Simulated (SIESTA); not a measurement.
MoW2Se6, a slab with vacuum:

```
W Mo Se
1.0
     3.32268    0.00000    0.00000
    -1.66134    2.87753    0.00000
     0.00000    0.00000   30.74080
W Mo Se
2 1 6
Direct
  0.33333 0.66667 0.23134
  0.33333 0.66667 0.76866
  0.66667 0.33333 0.00000
  0.33333 0.66667 0.94547
  0.66667 0.33333 0.28613
  0.66667 0.33333 0.82346
  0.66667 0.33333 0.17654
  0.66667 0.33333 0.71387
  0.33333 0.66667 0.05453
```

- Program: SIESTA 5.4.2
- Task: single point
- Functional: PBEsol
- Potentials or basis: PseudoDojo 0.4 standard (PBEsol files)
- Basis: DZP (energy shift 0.003 Ry; two zetas on semicore shells)
- Grid cutoff: 800 Ry
- Energy shift: 0.003 Ry
- k mesh: 9 × 9 × 1
- Occupations: fermi-dirac, width 0.05 eV
- Spin: no spin polarisation

On this cell: largest force 0.372 eV/Å; band gap on the k mesh 1.24 eV, direct.

The same run follows on a disturbed copy (atoms moved at random, drawn with an rms of 0.05 Å):

```
W Mo Se
1.0
     3.32268    0.00000    0.00000
    -1.66134    2.87753    0.00000
     0.00000    0.00000   30.74080
W Mo Se
2 1 6
Direct
  0.32645 0.65912 0.22957
  0.34578 0.66753 0.77033
  0.65422 0.33088 0.99931
  0.34680 0.67983 0.94535
  0.66700 0.33559 0.28513
  0.67288 0.33698 0.82286
  0.66947 0.32855 0.17568
  0.67932 0.34156 0.71339
  0.33620 0.66888 0.05376
```

Task: What does the disturbed cell give?

Result: The energy moves by +14.5 meV/atom; largest force 2.024 eV/Å; band gap on the k mesh 1.23 eV, indirect (least direct gap 1.27 eV).

Forces in eV/Å, atoms in the order of the input:
```
W    0.333  0.317  0.726
W   -0.354  0.253 -1.977
Mo   0.891  0.510  0.248
Se  -0.507 -0.385 -0.620
Se  -0.074 -0.229 -0.021
Se   0.258 -0.091  1.501
Se  -0.261 -0.087 -0.821
Se   0.095 -0.160  0.595
Se  -0.383 -0.125  0.371
```

Stress tensor (GPa, compression positive):
```
-0.47 -0.25  0.41
-0.25 -0.48  0.17
 0.41  0.17  1.46
```

Caveats: short orbitals over semicore shells can move pressures by several GPa; spin-orbit coupling is left out, which moves the levels of the heavy elements; the basis of atomic orbitals isn't converged, which shifts pressures, moduli and gaps.

A k mesh can miss the band edges.
